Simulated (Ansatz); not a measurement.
# CH5NO2Si: rigid torsion scan

Aim: a rigid torsion scan, for CH5NO2Si, run from a script.

Program: Ansatz 0.2.0 through its Python package. Level of theory: B3LYP/def2-SVP. These are calculated values, not measurements.

### Step 1. Starting point

Bond lengths: N1–Si2 1.709 Å, Si2–C3 1.929 Å, C3–O4 1.159 Å, C3–O5 1.357 Å, N1–H6 1.096 Å, N1–H7 1.003 Å, Si2–H8 1.498 Å, Si2–H9 1.520 Å, O5–H10 0.955 Å. Angles: N1–Si2–C3 113.7°, N1–Si2–H8 101.1°, N1–Si2–H9 105.5°, C3–Si2–H8 113.4°, C3–Si2–H9 112.6°, H8–Si2–H9 109.7°, Si2–N1–H6 105.8°, Si2–N1–H7 110.8°, H6–N1–H7 103.0°, Si2–C3–O4 117.5°, Si2–C3–O5 118.8°, O4–C3–O5 123.4°, C3–O5–H10 102.1°.

The script holds or builds the structure itself.

### Step 2. The script

Input file ch5no2si.py:

```python
# -*- coding: utf-8 -*-
"""Energy of CH5NO2Si as one group turns about a bond."""

import ansatz as az
from ase import Atoms

atoms = Atoms(["N", "Si", "C", "O", "O", "H", "H", "H", "H", "H"], positions=[
    (1.2356, 1.2264, 0.455),
    (0.2992, -0.1248, 0.922),
    (-0.8534, -0.7891, -0.4748),
    (-1.4362, -1.7691, -0.2667),
    (-0.844, -0.1663, -1.6801),
    (0.5181, 1.9889, 0.1324),
    (1.7492, 1.0315, -0.3839),
    (1.3694, -1.0942, 1.3209),
    (-0.4724, 0.3222, 2.1524),
    (-1.4824, -0.6768, -2.1742),
])

# start the scan from a relaxed geometry
first = az.Crystal.molecule_from_ase(atoms).calculation()
first = first.basis(gaussian="def2-SVP")
first = first.functional("B3LYP")
first = first.accuracy("medium").relax(force_tolerance=0.02, max_steps=80)
atoms.positions = first.run(threads=1, backend="cpu").report["positions_ang"]

start = atoms.get_dihedral(1, 2, 4, 9)
energies = {}
for turn in range(0, 360, 30):
    turned = atoms.copy()
    turned.set_dihedral(1, 2, 4, 9, start + turn, indices=[4, 9])
    calculation = (
        az.Crystal.molecule_from_ase(turned).calculation()
        .basis(gaussian="def2-SVP")
        .functional("B3LYP")
        .accuracy("medium")
    )
    energies[round((start + turn) % 360)] = calculation.run(threads=1, backend="cpu").report["free_energy_ev"]
floor = min(energies.values())
print("dihedral Si1-C2-O4-H9 (deg)   E - E(min) (kJ/mol)")
for angle, e in sorted(energies.items()):
    print(f"{angle:8d} {96.485332 * (e - floor):14.3f}  " + "#" * int(30 * (e - floor) / max(max(energies.values()) - floor, 1e-9)))
```

### Step 3. Launch

Run with:

```bash
$ python ch5no2si.py
```

Q: Predict the main results. Wanted: range of energy; lowest point, turn.

As calculated:

| quantity | value |
| --- | --- |
| runs compared | 12 |
| range of energy | 0.674 eV |
| lowest point, turn (°) | 0 |

In words: The lowest point lies at a turn of 0°, the highest 0.674 eV (65.0 kJ/mol) above it at 90°. The grid can miss the true lowest and highest points, and the rest of the molecule is held rigid. Run 0: After 7 moves the largest shift is 0.322 Å, of atom 7 (H). The scan is rigid and the energies are electronic, in a modest basis. With rigid groups the curve can differ much from the relaxed path, the start wasn't checked as a minimum of this torsion, and equivalent turns needn't return to the same energy. b3lyp holds the VWN-RPA fit, as in Gaussian; the form of ORCA and Turbomole is b3lyp5.
